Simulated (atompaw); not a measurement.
**Pseudopotential generation for platinum: PAW (atompaw), LDA (PW92)**

Aim: build the potential from the settings below, then test how well it stands in for the atom: scattering, ghost states and the plane-wave cutoff that it needs.

Program: atompaw 4.2.0.5. Reference atom: LDA (PW92), scalar-relativistic, spherical and spin-unpolarised. All values are calculated.

**1. Settings**

The settings as typed:

```
element                 : platinum (Pt, Z = 78)
type                    : PAW
frozen core             : [Xe] 4f14
valence charge          : 10
reference configuration : 5d9 6s0.5 6p0 (charge +0.5)
partial waves           : 6s (bound): rc 2.05 bohr; 6s channel at 0.2 Ry: rc 2.05 bohr; 6p (bound, empty): rc 3.00 bohr; 6p channel at 0.35 Ry: rc 3.00 bohr; 5d (bound): rc 3.00 bohr; 5d channel at 1.4 Ry: rc 2.40 bohr
local potential         : troulliermartins scheme with l = 3 at 0 Ry, radius 2.75 bohr
core correction         : smooth core density matched at 2.65 bohr
augmentation charge     : sinc compensation charge, radius 2.20 bohr; PAW radius 3.00 bohr; waves and projectors: custom polynom vanderbiltortho
```

The nodes and maxima of the atom's own shells, from an earlier all-electron run, set the scale for the radii.

All-electron outer shells of the reference configuration (LDA (PW92), scalar-relativistic, ld1.x):

```
shell  level (eV)  outermost node (bohr)  outermost maximum (bohr)
   4f      -74.48                      –                      0.38
   5p      -60.31                   0.53                      0.98
   5d      -10.35                   0.57                      1.26
   6s       -9.51                   1.14                      2.32
   6p       -3.75                   1.35                      3.26
```

**2. Generation**

Contents of Pt.input:

```
Pt 78
LDA-PW scalarrelativistic loggrid 2001 logderivrange -3 5 201
6 6 5 4 0 0
6 0 0.5
6 1 0
5 2 9
0 0 0
c
c
c
c
c
v
c
c
c
c
v
c
c
v
c
2
3.00 2.20 2.75 2.65
y
0.2
n
y
0.35
n
y
1.4
n
custom polynom vanderbiltortho sinc
3 0 troulliermartins
2.05
2.05
3.00
3.00
3.00
2.40
PWSCFOUT
UPFDX 0.0125d0 UPFXMIN -7.d0 UPFZMESH 78.d0
END
```

On the command line:

```bash
atompaw < Pt.input > Pt.log
```

Q: Predict the outcome of this session. Wanted: cutoffs for 10 and 1 mRy, occupied levels; bound ghosts; largest phase difference near zero energy, channels read; lowest eigenvalue of the overlap; share of valence orbitals outside the PAW sphere; UPF file.

As calculated:

| quantity | value |
| --- | --- |
| cutoffs for 10 and 1 mRy, occupied levels | 12 Ry and 21 Ry |
| bound ghosts | s at -585.11 eV, p at -27.78 eV |
| largest phase difference near zero energy, channels read | 0.003 rad |
| lowest eigenvalue of the overlap (Bessel basis) | 0.283 (p) |
| share of valence orbitals outside the PAW sphere | 6s 35 %, 6p 72 %, 5d 6 % |
| UPF file | written |

In words: It has a bound ghost (s, p), a state that the atom doesn't have, and that rules the file out. The potential is soft on the atom at that tolerance: the looser tolerance needs 12 Ry. The slowest occupied level is 6s: taken alone it needs 15 Ry to come within 1 mRy, against 12 Ry for 5d. Near zero energy the phases of the channels with partial waves agree within 0.003 rad. The pseudo curves have a pole with no partner nearby in the atom's: p at -2.03 Ry.
